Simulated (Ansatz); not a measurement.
The system is HfGe.

```xyz
2
Lattice="3.5008 0.0000 0.0000 0.0000 3.5008 0.0000 0.0000 0.0000 3.5008" Properties=species:S:1:pos:R:3 pbc="T T T"
Hf    0.0000    0.0000    0.0000
Ge    1.7504    1.7504    1.7504
```

The cell was built by a generator and needn't be a form met in nature.

```yaml
Program: Ansatz 0.2.0
Task: relaxation of cell and atoms
Functional: HF
Potentials_or_basis: Ansatz PAW
Cutoff: "420 eV (not typed: the program's choice for these potentials)"
k_mesh: 4 × 4 × 4
Occupations: fermi-dirac, width 0.05 eV
Spin: no spin polarisation
```

At the start: volume 21.45 Å³/atom.

Q: Where does the relaxation end?

A: It ends after 6 steps and the volume is 20.69 Å³/atom (-3.6 %); space group Pm-3m (No. 221, to 0.05 Å).

The path:
```
step  energy change (eV)  largest force (eV/Å)  volume (Å³)
   1              0.0000                0.0000        42.91
   2             -0.0215                0.0000        41.50
   3             -0.0219                0.0000        41.40
   4             -0.0185                0.0000        41.40
   5             -0.0186                0.0000        41.37
   6             -0.0186                0.0000        41.37
```

Final structure:
```cif
data_structure
_symmetry_space_group_name_H-M 'P 1'
_symmetry_Int_Tables_number 1
_cell_length_a 3.4586
_cell_length_b 3.4586
_cell_length_c 3.4586
_cell_angle_alpha 90.000
_cell_angle_beta 90.000
_cell_angle_gamma 90.000
_cell_volume 41.37
loop_
_atom_site_label
_atom_site_type_symbol
_atom_site_fract_x
_atom_site_fract_y
_atom_site_fract_z
_atom_site_occupancy
Hf1 Hf 0.00000 0.00000 0.00000 1
Ge1 Ge 0.50000 0.50000 0.50000 1
```

Caveat: the k mesh is coarse (spacing up to 0.45 Å⁻¹), so the values aren't converged, least of all with exact exchange; the plane-wave basis is chosen anew once the cell has moved, so the energies of steps on either side of that aren't comparable; the pressure holds a Pulay correction of +0.4 GPa for the finite cutoff; the PAW data sets come from PBE, with cores solved anew for the run's functional, which leaves a small shift of forces and pressure.
